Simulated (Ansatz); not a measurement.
This script drives the Ansatz DFT code, driven from Python.

Contents of `c2h6geo.xyz`:
```text
10

Ge    0.05500    1.37260    0.16960
C    -0.64550   -0.41800    0.01910
C     0.34010   -1.41910   -0.37180
O     0.04230   -1.23220    0.97640
H    -0.21670    2.13680   -1.21020
H    -0.77260    2.16920    1.27620
H     1.54560    1.41990    0.50330
H    -1.67200   -0.65360   -0.14160
H     1.41890   -1.05320   -0.47040
H    -0.01210   -2.37370   -0.74760
```

`freq_c2h6geo.py`:
```python
'''Vibrations of C2H6GeO.'''

import itertools

import ansatz as az
from ase.data import atomic_numbers, covalent_radii
import numpy as np

geometry = az.Crystal.molecule_from_extxyz('c2h6geo.xyz')

calc = geometry.calculation()
calc = calc.basis(gaussian='def2-SVP')
calc = calc.functional('B3LYP', dispersion='d3bj')
symbols = [site.symbol for site in geometry.cartesian_sites]
start = np.array([site.position_ang for site in geometry.cartesian_sites], dtype=float)
def progress(event):
    if event['event'] == 'relax_step':
        row = event['data']
        print(f'step {row["step"]:3d}  E = {row["lagrangian_ev"]:.6f} eV  largest force component {row["allowed_force_max_ev_ang"]:.4f} eV/A')


summary = calc.relax(force_tolerance=0.003, max_steps=100).session().plan().execute(on_event=progress).report
end = np.array(summary['positions_ang'])

# pairs closer than 1.2 times the sum of covalent radii, before or after
radius = [covalent_radii[atomic_numbers[s]] for s in symbols]
span = lambda where, i, j: np.linalg.norm(where[i] - where[j])
bonded = [(i, j) for i, j in itertools.combinations(range(len(symbols)), 2) if min(span(start, i, j), span(end, i, j)) < 1.2 * (radius[i] + radius[j])]
print('pair        before    after (A)')
for i, j in bonded:
    print(f'{symbols[i]}{i}-{symbols[j]}{j}'.ljust(10), f'{span(start, i, j):8.4f} {span(end, i, j):8.4f}')

# frequencies need a stationary point, so they are taken at the relaxed geometry
minimum = az.Crystal.molecule()
for symbol, place in zip(symbols, end):
    minimum = minimum.atom(symbol, place.tolist())
vibrating = (
    minimum.calculation()
    .basis(gaussian='def2-SVP')
    .functional('B3LYP', dispersion='d3bj')
    .phonons(temperatures=(298.15, 498.15, 100))
)
vib = vibrating.run(threads=1, pin='off').report['vibrations']
sums = vib['harmonic_sums']
modes = [m['omega_inv_cm'] for m in sums['modes_at_gamma'] if m['rigid_motion'] == 'no']
print('frequencies (1/cm):', ' '.join(f'{w:.0f}' for w in modes))
print('imaginary modes:', sum(w < 0 for w in modes), ' zero-point energy:', round(sums['zero_point_energy_ev'], 4), 'eV')
print('T (K)   F_vib (eV)   S_vib (meV/K)   C_vib (meV/K)')
for row in zip(sums['temperatures_k'], sums['vibrational_free_energy_ev'], vib['entropy_ev_per_k'], vib['heat_capacity_ev_per_k']):
    print(f'{row[0]:6.1f} {row[1]:11.4f} {1000 * row[2]:13.4f} {1000 * row[3]:15.4f}')
```

It is started by `python freq_c2h6geo.py`. Estimate its wall time and peak memory on 1 thread of Arm Neoverse V1 (shared host).

It took about 4.3 min, with a peak of 0.32 GiB, for 2 runs of the engine.

Output of `python freq_c2h6geo.py`:
```text
step   1  E = -60726.246366 eV  largest force component 2.2688 eV/A
step   2  E = -60726.615870 eV  largest force component 0.5145 eV/A
step   3  E = -60726.644345 eV  largest force component 0.1679 eV/A
step   4  E = -60726.648312 eV  largest force component 0.0994 eV/A
step   5  E = -60726.649538 eV  largest force component 0.0714 eV/A
step   6  E = -60726.650654 eV  largest force component 0.0330 eV/A
step   7  E = -60726.650861 eV  largest force component 0.0097 eV/A
step   8  E = -60726.650914 eV  largest force component 0.0068 eV/A
step   9  E = -60726.650918 eV  largest force component 0.0036 eV/A
step  10  E = -60726.650921 eV  largest force component 0.0009 eV/A
pair        before    after (A)
Ge0-C1       1.9286   1.9667
Ge0-H4       1.6005   1.5439
Ge0-H5       1.5950   1.5408
Ge0-H6       1.5282   1.5407
C1-C2        1.4582   1.4754
C1-O3        1.4326   1.4339
C1-H7        1.0654   1.1007
C2-O3        1.3933   1.4156
C2-H8        1.1434   1.0988
C2-H9        1.0847   1.0984
frequencies (1/cm): 120 219 245 486 577 642 826 853 880 890 916 968 1080 1148 1162 1263 1350 1510 2126 2140 2144 3070 3085 3164
imaginary modes: 0  zero-point energy: 1.9133 eV
T (K)   F_vib (eV)   S_vib (meV/K)   C_vib (meV/K)
 298.1      1.8638        0.4127          0.5676
 398.1      1.8128        0.6087          0.7935
 498.1      1.7420        0.8077          0.9834
```

Total energies depend on the basis set; only differences at equal settings carry meaning. The frequencies are harmonic and unscaled, in a modest basis. The result belongs to the one conformer reached from this start, and soft torsions count as harmonic oscillators. b3lyp holds the VWN-RPA fit, as in Gaussian; the form of ORCA and Turbomole is b3lyp5.

(A comment or docstring line of the script was reworded after the run, the code is as it ran; lines on the test bed's own set-up are left out of the output.)
